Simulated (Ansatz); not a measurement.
**B2O: where the electrons are**

For B2O at its listed geometry, this session asks how the density differs from that of free atoms, which states sit where, how the functional moves the density, where an added electron goes and how expansion changes the bonding charge.

Program: Ansatz 0.2.0. Level of theory: DFT PBE, scalar-relativistic, plane waves, PAW, unless a step's input says otherwise. These are calculated values, not measurements.

## 1. The system as given

Symmetry: P-3m1, No. 164, trigonal system. Conventional cell: a = 2.879 Å, b = 2.879 Å, c = 7.052 Å, α = 90.00°, β = 90.00°, γ = 120.00°. B (site symmetry 3m) is surrounded by 1 B at 1.69 Å and 3 O at 1.74 Å. B (site symmetry 3m) is surrounded by 3 B at 1.69 Å. O (site symmetry 3m) has 4 B at 1.74 to 2.00 Å as nearest neighbours.

Coordinates:

```
CELL_PARAMETERS angstrom
2.87900 0.00000 0.00000
-1.43950 2.49329 0.00000
0.00000 0.00000 7.05200
ATOMIC_POSITIONS crystal
B 0.00000 0.00000 0.38000
B 0.00000 0.00000 0.62000
B 0.66667 0.33333 0.02300
B 0.33333 0.66667 0.97700
O 0.66667 0.33333 0.30600
O 0.33333 0.66667 0.69400
```

The structure comes from the Crystallography Open Database.

## 2. Ground state at the listed geometry

Contents of input.yaml:

```yaml
crystal:
  lattice:
    - [2.879, 0.0, 0.0]
    - [-1.4395, 2.4932871375, 0.0]
    - [0.0, 0.0, 7.052]
  atoms:
    - { symbol: B, position: [0.0, 0.0, 0.38] }
    - { symbol: B, position: [0.0, 0.0, 0.62] }
    - { symbol: B, position: [0.6666666667, 0.3333333333, 0.023] }
    - { symbol: B, position: [0.3333333333, 0.6666666667, 0.977] }
    - { symbol: O, position: [0.6666666667, 0.3333333333, 0.306] }
    - { symbol: O, position: [0.3333333333, 0.6666666667, 0.694] }
basis:
  ecutwfc: 420
  fft_grid_basis: typed
kpoints:
  mp_grid: { grid: [12, 12, 4] }
hamiltonian:
  xc: pbe
scf:
  occupations: { method: gaussian, width: 0.05 }
output:
  forces: true
  stress: true
  eigenvalues: true
  bader: true
  write_density: true
  volumetric_format: npy
  elf: true
```

The run is started by

```sh
$ ansatz run input.yaml --threads 2 --pin off --max-ram 4096MiB --backend cpu --events-out ev --progress --plain --runs-dir out
```

Log, cut to the lines that bear on the results:

```text
Warning: RAYON_NUM_THREADS=2 ignored (pool sized by the plan → 2); use --threads N
[...]
Pseudopotentials: kind: paw
Pseudopotential: B, paw, valence charge 3, recommended cutoff 420 eV (normal), B.paw.azcp
Pseudopotential: O, paw, valence charge 6, recommended cutoff 420 eV (normal), O.paw.azcp
Functional definition: PBE
[...]
Crystal: 6 atoms, lattice volume = 50.620 Å³
Basis set: ecut = 420 eV, 995 PW (Γ), exchange–correlation on 40×40×96 points (8 copies of the dense FFT grid, shifted against one another)
Bands: 18, of which v1, the nominal top of the filled ones, is band 12 counted from 1 (11 counted from 0)
Symmetry: 12 space group operations
Space group: P-3m1 (ITA 164), of the structure as read, at distance tolerance 3.7e-5 Å
k-points: 69 of 576
[...]
SCF iter   1: F=—  HF=-1754.403008 eV  |F-HF|=—  |Δ(HF+E_count)|=         —  Δρ=1.42e-2  dr2=7.91e-2  ethr=1.77e-3  ⟨swp⟩=5.7  Hψ=5704  notcnv=0
[...]
SCF iter   6: F=-1754.385870 eV  HF=-1754.385870 eV  |F-HF|=1.07e-8  |Δ(HF+E_count)|=   1.90e-7  Δρ=6.34e-6  dr2=1.10e-8  ethr=4.17e-10  ⟨swp⟩=8.2  Hψ=5545  notcnv=0
[...]
SCF converged after 6 iterations
Free energy (F): -1754.385870 eV
[...]
E sigma→0 (E₀):  -1754.384402 eV
Entropy (-TS):   -0.002937 eV (-0.489 meV/atom)
Fermi energy:    8.831535 eV
[...]
--- Forces (eV/Å), atoms counted from 1 ---
  atom   1  B      0.00000000     0.00000000     0.05789800
  atom   2  B      0.00000000    -0.00000000    -0.05789800
  atom   3  B      0.00000000     0.00000000    -0.11288564
  atom   4  B      0.00000000    -0.00000000     0.11288564
  atom   5  O     -0.00000000     0.00000000    -0.10211240
  atom   6  O     -0.00000000    -0.00000000     0.10211240
[...]
--- Stress (GPa, compression-positive) ---
      -28.444339       0.000000       0.000000
       -0.000000     -28.444339       0.000000
        0.000000       0.000000       0.074806
  P = ⅓ Tr σ = -18.9380 GPa (-189.380 kbar)
--- Band table (eV; the first three rows and the last of 69) ---
  k-point 0: bands = ["-14.6230", "-14.1119", "-3.6465", "-0.8219", "0.7573", "1.9077", "1.9077", "2.0380", "2.0380", "5.7341", "7.4229", "9.3665", "9.9367", "10.4986", "10.4986", "11.4159", "11.4159", "14.3816"]
[...]
--- Bader charges: 6 sites ---
  site symbol  charge [e]  shift [e]
     0      B      1.2967     0.0010
     1      B      1.2967     0.0010
     2      B      0.0916     0.0010
     3      B      0.0915     0.0010
     4      O     -1.3883     0.0001
     5      O     -1.3883     0.0001
  estimated error of the sums over rays = 6.3e-4 e
```

It took 29 s on 2 threads of Arm Neoverse V2, shared host; peak memory 0.33 GiB.

## 3. Density, ELF and deformation density

Density in a lattice plane of the grid's cell (edges 2.88 and 7.05 Å, at 0.333 of the third edge), which holds B and O.

Values in e/Å³, 12 rows by 6 columns:
```
0.32 0.29 0.33 0.38 0.38 0.38
0.12 0.15 0.13 0.10 0.09 0.10
0.27 0.48 0.28 0.09 0.05 0.09
0.47 0.90 0.49 0.13 0.06 0.13
0.28 0.44 0.28 0.10 0.06 0.10
0.20 0.27 0.19 0.10 0.08 0.10
0.28 0.27 0.28 0.48 0.78 0.48
0.47 0.25 0.50 2.71 6.42 2.77
0.27 0.12 0.28 1.69 4.52 1.74
0.12 0.08 0.13 0.29 0.47 0.30
0.32 0.24 0.33 0.49 0.36 0.47
0.61 0.48 0.62 0.88 0.44 0.85
```
Columns run along the first of these edges and rows up along the second, over one cell in 6 and 12 even steps from the bottom left corner. Atoms in the plane (fractional): B at (0.67, 0.02), O at (0.67, 0.31).

ELF in the same plane.

Ten even steps from ' ' (0.02) to '@' (0.87):
```
@@####%%@@%%--::**@@
**====++****====++**
..........::::::::..
..::::..            
--****==::        ..
**%%%%##--..      ::
**%%%%##--..      ::
--++++==::        ..
--====--..        ..
--++**==..        ..
--++++--....----::..
--------==##%%%%##++
**--::++##@@####%%%%
**::::==%%%%++==%%%%
--....::**@@@@@@@@##
..      ::**%%@@##==
..........::--==::..
**====++**==....--++
@@####%%@@**    --%%
@@%%##@@@@##..  ++@@
```
Columns run along the first of these edges and rows up along the second, over one cell in 10 and 20 even steps from the bottom left corner. Atoms in the plane (fractional): B at (0.67, 0.02), O at (0.67, 0.31).

Both are smooth fields of the valence electrons: close to the nuclei they are not physical.

The highest ELF values outside the cores: 0.98 on the B–B line, 0.7 Å from B; 0.87 on the O–B line, 0.7 Å from O.

The reference for the deformation density is the superposition of neutral spherical atoms (taken from a run stopped after its first cycle, not shown).

Deformation density: the crystal less neutral atoms. These are valence pseudo-densities (PAW): inside the atomic spheres they are not the true ones.

Deformation density in a lattice plane of the grid's cell (edges 2.88 and 7.05 Å, at 0.333 of the third edge), which holds B and O.

Ten even steps from '0' (-224.51 × 10⁻³ e/Å³) to '9' (385.56 × 10⁻³ e/Å³):
```
4434543245
3323332233
3323333333
3333333333
3343333333
3554333323
3554322223
3343222222
3333222222
3333333333
3333333333
3222344444
3223455555
3223443434
3223348954
3333345543
3333322222
3333320012
4444552145
6445674367
```
Columns run along the first of these edges and rows up along the second, over one cell in 10 and 20 even steps from the bottom left corner. Atoms in the plane (fractional): B at (0.67, 0.02), O at (0.67, 0.31).

**Where does charge go when the atoms form this crystal?**

- B–B (1.69 Å): Δρ is +0.54 e/Å³ at the midpoint, with a peak of 0.55 e/Å³ 0.7 Å from B: charge gathers in the bond, as in covalent bonding.
- B–O (1.74 Å): Δρ is +0.16 e/Å³ at the midpoint, with a peak of 0.23 e/Å³ 0.7 Å from O: charge gathers in the bond, as in covalent bonding.
- B–O (2.00 Å): Δρ is −0.008 e/Å³ at the midpoint.
- Outside the cores the largest gain is 0.54 e/Å³, 0.8 Å from a B nucleus, and the largest loss 0.14 e/Å³, at the edge of the B core regions.
- In all about 0.24 e an atom is rearranged against the free atoms.
- Bader charges: B +0.09 to +1.30 and O −1.39 e.

## 4. Energy-resolved densities and projections

The windows are set from the levels of the base run, in eV from its Fermi level.

input.yaml, as its differences from that of step 2:

```diff
@@ -21,9 +21,27 @@
   occupations: { method: gaussian, width: 0.05 }
+  n_extra_bands: 6
 output:
   forces: true
-  stress: true
+  stress: false
   eigenvalues: true
-  bader: true
-  write_density: true
+  bader: false
+  write_density: false
   volumetric_format: npy
-  elf: true
+  band_densities:
+    - { e_range: [-0.25, 0.25] }
+    - { e_range: [-1.2, 0.0] }
+    - { e_range: [0.0, 1.2] }
+    - { e_range: [-12.5, -8.32] }
+    - { e_range: [-8.32, -4.16] }
+    - { e_range: [-23.48, -21.89] }
+  dos:
+    e_range: [-30, 8]
+    de: 0.02
+    method: { smearing: { sigma: 0.03, scheme: gaussian } }
+    projected: { site_lists: { B: [B], O: [O] } }
+checkpoint:
+  read: start.run
+  write: ck
+  compress: false
+  write_wavefunctions: false
+  write_every: 100000
```

The run is started by

```sh
$ ansatz run input.yaml --threads 2 --pin off --max-ram 4096MiB --backend cpu --events-out ev --progress --plain --runs-dir out
```

Log:

```text
Warning: RAYON_NUM_THREADS=2 ignored (pool sized by the plan → 2); use --threads N
scf.n_extra_bands = 6 over 12 filled bands (N_el = 24.0): the run solves 18 bands
Engine: ansatz 0.2.0, aarch64-unknown-linux-gnu
Pseudopotentials: kind: paw
Pseudopotential: B, paw, valence charge 3, recommended cutoff 420 eV (normal), B.paw.azcp
Pseudopotential: O, paw, valence charge 6, recommended cutoff 420 eV (normal), O.paw.azcp
Functional definition: PBE
  parameter kappa = 0.804
  parameter beta = 0.06672455060314922
  exchange = pbe_x(kappa = kappa, mu = beta*pi^2/3)
  correlation = pbe_c(beta = beta)
Crystal: 6 atoms, lattice volume = 50.620 Å³
Basis set: ecut = 420 eV, 995 PW (Γ), exchange–correlation on 40×40×96 points (8 copies of the dense FFT grid, shifted against one another)
Bands: 18, of which v1, the nominal top of the filled ones, is band 12 counted from 1 (11 counted from 0)
Symmetry: 12 space group operations
Space group: P-3m1 (ITA 164), of the structure as read, at distance tolerance 3.7e-5 Å
k-points: 69 of 576
Non-local potential: B, projectors of the file, l = 0: 2, l = 1: 2, l = 2: 1
Non-local potential: O, projectors of the file, l = 0: 2, l = 1: 2, l = 2: 1
PAW form: soft (Blöchl's): semilocal exchange-correlation on the pseudo side does not see the compensation charge
PAW one-centre angular grid: B, 110 points (default); XC on 64 Gauss nodes
PAW one-centre angular grid: O, 110 points (default); XC on 64 Gauss nodes
Initial density: read from a saved state, or passed on in memory by an earlier SCF of this step, an earlier step, the calling program or the single point that the run made first
Stability of the state it starts from, as read at its close in the unpolarized treatment: not read negative (Ritz values of 1 − χ₀K, real part plus size of imaginary part, from 1.1 to 1.5, by its mixing steps under the symmetry group of the SCF that read it)
Initial wavefunctions: pseudopotential atomic-orbital guess
Functional: x = pbe(κ = 0.804, μ = 0.2195149727645171), c = pbe(β = 0.06672455060314922)
iter 1 solved again at ethr=1.06e-7 eV; its pass at ethr=3.10e-3 eV (dr2=2.54e-5 eV) is discarded
SCF iter   1: F=—  HF=-1754.385870 eV  |F-HF|=—  |Δ(HF+E_count)|=         —  Δρ=6.25e-6  dr2=1.01e-8  ethr=1.06e-7  ⟨swp⟩=3.0  Hψ=8913  notcnv=0
preconditioner: auto → none  [metal: Δε(μ)=0.034 eV  Ē_g=12.706 eV  σ=0.050 eV  W_gap=0.34  n_scr=4 (ndim 8)  ℏωp=25.6 eV  f_vac=0.000  D(μ)=2.35/eV (n_scr^D=24)]
SCF iter   2: F=-1754.385870 eV  HF=-1754.385870 eV  |F-HF|=4.19e-9  |Δ(HF+E_count)|=   6.94e-9  Δρ=3.24e-6  dr2=2.07e-9  ethr=4.22e-11  ⟨swp⟩=6.3  Hψ=5070  notcnv=0
SCF 1 converged in 2 iterations: F = -1754.385870 eV  dr2 = 2.07e-9
SCF converged after 2 iterations
Free energy (F): -1754.385870 eV
Harris-Foulkes:  -1754.385870 eV  (|F-HF|=4.19e-9)
Internal energy: -1754.382933 eV  (E = F + TS)
E sigma→0 (E₀):  -1754.384402 eV
Entropy (-TS):   -0.002937 eV (-0.489 meV/atom)
Fermi energy:    8.831535 eV
--- Per-component energies (eV) ---
  E_band       = -20.471797
  E_kinetic    = 523.860747
  E_local      = -837.059663  (includes V_loc(G=0)·N_el)
  E_nonlocal   = 143.657811
  E_hartree    = 280.507877
  E_xc         = -269.357275
  E_vxc        = -332.058484  (∫ρ·V_xc dr)
  E_paw        = -628.416210  (= ΣΔE_a)
  E_vpaw       = -79.892370  (= ΣTr[D̂ρ^β])
  E_aug_tail   = 0.004687  (compensation charges beyond the density's cutoff)
  E_ewald      = -967.580907
  E_smearing   = -0.002937  (= −TS)
  E_closure    = 0.000000  (closes the sum)
  Σ components = -1754.385870   (vs F -1754.385870, Δ=0.00e0)
--- Forces (eV/Å), atoms counted from 1 ---
  atom   1  B     -0.00000000     0.00000000     0.05788330
  atom   2  B     -0.00000000    -0.00000000    -0.05788330
  atom   3  B      0.00000000     0.00000000    -0.11289116
  atom   4  B      0.00000000    -0.00000000     0.11289116
  atom   5  O      0.00000000     0.00000000    -0.10207605
  atom   6  O      0.00000000    -0.00000000     0.10207605
  max |Σ_I F_I| component: 2.78e-17 eV/Å
--- Band table (eV; the first three rows and the last of 69) ---
  k-point 0: bands = ["-14.6230", "-14.1119", "-3.6464", "-0.8219", "0.7573", "1.9077", "1.9077", "2.0380", "2.0380", "5.7341", "7.4229", "9.3665", "9.9367", "10.4986", "10.4986", "11.4159", "11.4159", "14.3816"]
  k-point 1: bands = ["-14.6154", "-14.1217", "-3.4044", "-1.6469", "1.7610", "1.9029", "1.9029", "2.0436", "2.0436", "4.9273", "7.9149", "9.1441", "10.0616", "10.4406", "10.4406", "11.4988", "11.4988", "14.3509"]
  k-point 2: bands = ["-14.6075", "-14.1318", "-2.8215", "-2.5685", "1.8984", "1.8984", "2.0487", "2.0487", "3.0213", "3.7529", "8.4004", "8.8282", "10.1541", "10.3899", "10.3899", "11.5752", "11.5752", "14.3199"]
  k-point 68: bands = ["-13.0931", "-13.0931", "-2.9191", "-1.6937", "-1.4126", "-1.4126", "1.2024", "1.2024", "3.4868", "3.7707", "3.7707", "4.3411", "11.5399", "11.5399", "13.0043", "13.0043", "13.0293", "13.2514"]
--- Band densities, each state counted as filled ---
  window                                       electrons  max residual (eV)  cut levels
  e_range: [-0.25, 0.25]                        0.815972             3.0e-4           0
  e_range: [-1.2, 0]                            1.420139             3.0e-6           0
  e_range: [0, 1.2]                             1.940972             3.0e-4           0
  e_range: [-12.5, -8.32]                       7.951389             2.4e-6           0
  e_range: [-8.32, -4.16]                       8.138889             2.3e-6           0
  e_range: [-23.48, -21.89]                     4.000000             2.2e-6           0
```

Run time: 1.6 s. Hardware: 2 threads of Arm Neoverse V2, shared host; peak memory 0.32 GiB.

| window (eV from the Fermi level) | what it holds | electrons a cell | main Löwdin character |
| --- | --- | --- | --- |
| −23.5 to −21.9 eV | a separate group of bands (semicore or deep states) | 4.00 | O 2s (75 %) and B 2p (20 %) |
| −12.5 to −8.3 eV | the lower third of the occupied valence band | 7.95 | O 2p (55 %), B 2p (25 %) and B 2s (20 %) |
| −8.3 to −4.2 eV | the middle third of the occupied valence band | 8.14 | O 2p (55 %), B 2p (35 %) and B 2s (10 %) |
| −1.2 to 0.0 eV | the filled states just under the Fermi level | 1.42 | B 2p (80 %) |
| −0.25 to +0.25 eV | the states at the Fermi level | 0.82 | B 2p (75 %) and O 2s (10 %) |
| 0.0 to +1.2 eV | the empty states just over the Fermi level | 1.94 | B 2p (70 %), O 2s (10 %) and B 2s (10 %) |

Density of the states at the Fermi level, scaled to one electron a cell, in a lattice plane of the grid's cell (edges 2.88 and 7.05 Å, at 0.333 of the third edge), which holds B and O.

Values in 10⁻³ per Å³, 12 rows by 6 columns:
```
 28.45  26.17  28.60  26.98  20.32  26.35
  9.14   8.78   9.10   8.72   7.98   8.71
  4.43   4.51   4.41   4.99   5.49   5.14
  8.81   7.67   8.64   8.58   8.59   8.88
 13.60  12.23  13.28  12.01  11.08  12.30
 12.92  14.72  12.74   8.29   6.46   8.46
 13.60  23.23  13.25   3.55   7.17   3.92
  8.81  21.39   8.61  27.11 123.41  29.11
  4.43  10.21   4.40  19.14  96.67  20.85
  9.14   8.98   9.10   8.40   7.23   8.37
 28.45  16.95  28.65  56.30  51.23  55.11
 46.82  32.16  47.36  79.08  29.85  75.83
```
Columns run along the first of these edges and rows up along the second, over one cell in 6 and 12 even steps from the bottom left corner. Atoms in the plane (fractional): B at (0.67, 0.02), O at (0.67, 0.31).

Löwdin projections on the PAW files' atomic orbitals give B 2p (75 %) and O 2s (10 %). In space (atomic cells sized by Bader volumes) the density divides as B about 70 % and O about 30 %. 

## 5. The same cell with LDA

input.yaml, as its differences from that of step 2:

```diff
@@ -18,3 +18,3 @@
 hamiltonian:
-  xc: pbe
+  xc: lda
 scf:
@@ -28,2 +28 @@
   volumetric_format: npy
-  elf: true
```

The run is started by

```sh
$ ansatz run input.yaml --threads 2 --pin off --max-ram 4096MiB --backend cpu --events-out ev --progress --plain --runs-dir out
```

Log, cut to the lines that bear on the results:

```text
Warning: RAYON_NUM_THREADS=2 ignored (pool sized by the plan → 2); use --threads N
[...]
Pseudopotentials: kind: paw
Pseudopotential: B, paw, valence charge 3, recommended cutoff 420 eV (normal), B.paw.azcp
Pseudopotential: O, paw, valence charge 6, recommended cutoff 420 eV (normal), O.paw.azcp
Functional definition: SPW92
[...]
Crystal: 6 atoms, lattice volume = 50.620 Å³
Basis set: ecut = 420 eV, 995 PW (Γ)
Bands: 18, of which v1, the nominal top of the filled ones, is band 12 counted from 1 (11 counted from 0)
Symmetry: 12 space group operations
Space group: P-3m1 (ITA 164), of the structure as read, at distance tolerance 3.7e-5 Å
k-points: 69 of 576
[...]
SCF iter   1: F=—  HF=-1705.410467 eV  |F-HF|=—  |Δ(HF+E_count)|=         —  Δρ=1.52e-2  dr2=8.72e-2  ethr=1.77e-3  ⟨swp⟩=5.5  Hψ=5725  notcnv=0
[...]
  atom   3  B      0.00000000     0.00000000     0.07371238
  atom   4  B      0.00000000    -0.00000000    -0.07371238
  atom   5  O      0.00000000     0.00000000    -0.06070476
  atom   6  O     -0.00000000    -0.00000000     0.06070476
[...]
--- Stress (GPa, compression-positive) ---
      -37.544759       0.000000       0.000000
       -0.000000     -37.544759      -0.000000
        0.000000      -0.000000      -8.128035
  P = ⅓ Tr σ = -27.7392 GPa (-277.392 kbar)
--- Band table (eV; the first three rows and the last of 69) ---
  k-point 0: bands = ["-14.6356", "-14.1030", "-3.8450", "-0.9171", "0.4484", "1.6251", "1.6251", "1.7525", "1.7525", "5.5520", "7.2203", "9.0962", "9.6481", "10.2270", "10.2270", "11.0669", "11.0669", "13.9699"]
[...]
--- Bader charges: 6 sites ---
  site symbol  charge [e]  shift [e]
     0      B      1.2883     0.0007
     1      B      1.2883     0.0007
     2      B      0.0956     0.0010
     3      B      0.0956     0.0010
     4      O     -1.3839     0.0003
     5      O     -1.3838     0.0003
  estimated error of the sums over rays = 6.2e-4 e
```

Wall time 28 s (2 threads of Arm Neoverse V2, shared host); peak memory 0.31 GiB.

Density with LDA less that of the base run, valid outside the PAW spheres.

The difference in a lattice plane of the grid's cell (edges 2.88 and 7.05 Å, at 0.333 of the third edge), which holds B and O.

Ten even steps from '0' (-26.23 × 10⁻³ e/Å³) to '9' (7.01 × 10⁻³ e/Å³):
```
6666579976
7777777877
8888888888
8888888888
8888888888
8667888888
7667888888
8777888888
8778888888
8878888888
8878888888
8888875568
7777643336
8888633335
8888840037
8888986678
8888888888
7787789987
6676689996
5665589996
```
Columns run along the first of these edges and rows up along the second, over one cell in 10 and 20 even steps from the bottom left corner. Atoms in the plane (fractional): B at (0.67, 0.02), O at (0.67, 0.31).

**What differs between the two levels of theory?**

- LDA has more density 1.1 Å from an O nucleus (up to 0.004 e/Å³) and less 0.8 Å from a B nucleus (by 0.01 e/Å³).
- Bader charges are B +0.09 to +1.30 and O −1.39 e with PBE and B +0.10 to +1.29 and O −1.38 e with LDA.

[end of part 1 of 2]
